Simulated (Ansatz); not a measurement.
# CH3GaO: the cost of one run

All numbers below are computed with Ansatz 0.2.0 (RKS BLYP/def2-SVP).

## 1. The structure to begin with

Bond lengths: C1–O2 1.419 Å, C1–Ga3 1.594 Å, O2–Ga3 1.655 Å, C1–H4 1.126 Å, C1–H5 1.053 Å, Ga3–H5 1.698 Å, Ga3–H6 1.808 Å. Angles: C1–O2–Ga3 61.9°, O2–C1–Ga3 66.3°, O2–C1–H4 109.2°, O2–C1–H5 112.4°, Ga3–C1–H4 174.1°, Ga3–C1–H5 76.8°, H4–C1–H5 108.9°, C1–Ga3–O2 51.7°, C1–Ga3–H5 37.1°, C1–Ga3–H6 78.1°, O2–Ga3–H5 76.0°, O2–Ga3–H6 75.4°, H5–Ga3–H6 112.4°, C1–H5–Ga3 66.0°.

Structure file:

```xyz
6

C     0.0853   -0.0786   -0.4811
O    -1.0150   -0.2988    0.3869
Ga    0.5081   -0.3468    1.0318
H    -0.2978    0.1792   -1.5079
H     0.7144   -0.9198   -0.5536
H     0.0470    1.4007    1.0777
```

## 2. Relaxing end A

The input, input.yaml:

```yaml
crystal:
  periodic: [false, false, false]
  atoms:
    - { symbol: C, position_ang: [0.0853, -0.0786, -0.4811] }
    - { symbol: O, position_ang: [-1.015, -0.2988, 0.3869] }
    - { symbol: Ga, position_ang: [0.5081, -0.3468, 1.0318] }
    - { symbol: H, position_ang: [-0.2978, 0.1792, -1.5079] }
    - { symbol: H, position_ang: [0.7144, -0.9198, -0.5536] }
    - { symbol: H, position_ang: [0.047, 1.4007, 1.0777] }
basis:
  gaussian: { orbitals: def2-SVP }
hamiltonian:
  xc: blyp
relax:
  f_tol: 0.02
  max_steps: 50
output:
  orbitals: {}
```

Launch:

```bash
> ansatz run input.yaml --threads 1 --pin off --max-ram 2048MiB --backend cpu --events-out ev --progress --plain --runs-dir out
```

**Question.** How long does this run take on 1 thread of Arm Neoverse V2, shared host, and how much memory does it need?

About 39 s, with a peak of 0.15 GiB.
